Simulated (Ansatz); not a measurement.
# MoRu2: the cost of one run

Method: DFT PBE, scalar-relativistic, plane waves, PAW, in Ansatz 0.2.0.

1 further run of the same task is left out (it didn't finish).

**1. Starting point**

Symmetry: P6_3/mmc, No. 194, hexagonal system. The conventional cell has a = 2.769 Å, b = 2.769 Å, c = 13.473 Å, α = 90.00°, β = 90.00°, γ = 120.00°. Around Mo (site symmetry -6m2) lie 6 Ru at 2.76 Å and 6 Mo at 2.77 Å. Around Ru (site symmetry 3m) lie 9 Ru at 2.76 to 2.77 Å and 3 Mo at 2.76 Å.

Coordinates:

```
CELL_PARAMETERS angstrom
2.76903 0.00000 0.00000
-1.38451 2.39805 0.00000
0.00000 0.00000 13.47275
ATOMIC_POSITIONS crystal
Mo 0.66667 0.33333 0.25000
Mo 0.33333 0.66667 0.75000
Ru 0.66667 0.33333 0.91667
Ru 0.66667 0.33333 0.58333
Ru 0.33333 0.66667 0.08333
Ru 0.33333 0.66667 0.41667
```

The start is an ordering of an alloy on its end members' structure types: elements ordered on the sites of the Ir type, Ru/Mo on Ir (P6_3/mmc, No. 194).

**2. Probe: one point on a coarse mesh**

input.yaml reads:

```yaml
crystal:
  lattice:
    - [2.76902843, 0.0, 0.0]
    - [-1.38451422, 2.39804897, 0.0]
    - [0.0, 0.0, 13.47274862]
  atoms:
    - { symbol: Mo, position: [0.66666667, 0.33333333, 0.25] }
    - { symbol: Mo, position: [0.33333333, 0.66666667, 0.75] }
    - { symbol: Ru, position: [0.66666667, 0.33333333, 0.91666667] }
    - { symbol: Ru, position: [0.66666667, 0.33333333, 0.58333333] }
    - { symbol: Ru, position: [0.33333333, 0.66666667, 0.08333333] }
    - { symbol: Ru, position: [0.33333333, 0.66666667, 0.41666667] }
basis:
  ecutwfc: 420
kpoints:
  mp_grid: { grid: [6, 6, 2] }
hamiltonian:
  xc: pbe
scf:
  occupations: { method: gaussian, width: 0.1 }
  lower_state_search: "off"
output:
  forces: true
  stress: true
  eigenvalues: true
```

Launch:

```sh
> ansatz run input.yaml --threads 1 --pin off --max-ram 2560MiB --backend cpu --events-out ev --progress --plain --runs-dir out
```

What time and memory should one allow on 1 thread of AMD EPYC 7R13 (Zen 3), shared host?

About 2.2 s, with a peak of 0.43 GiB.
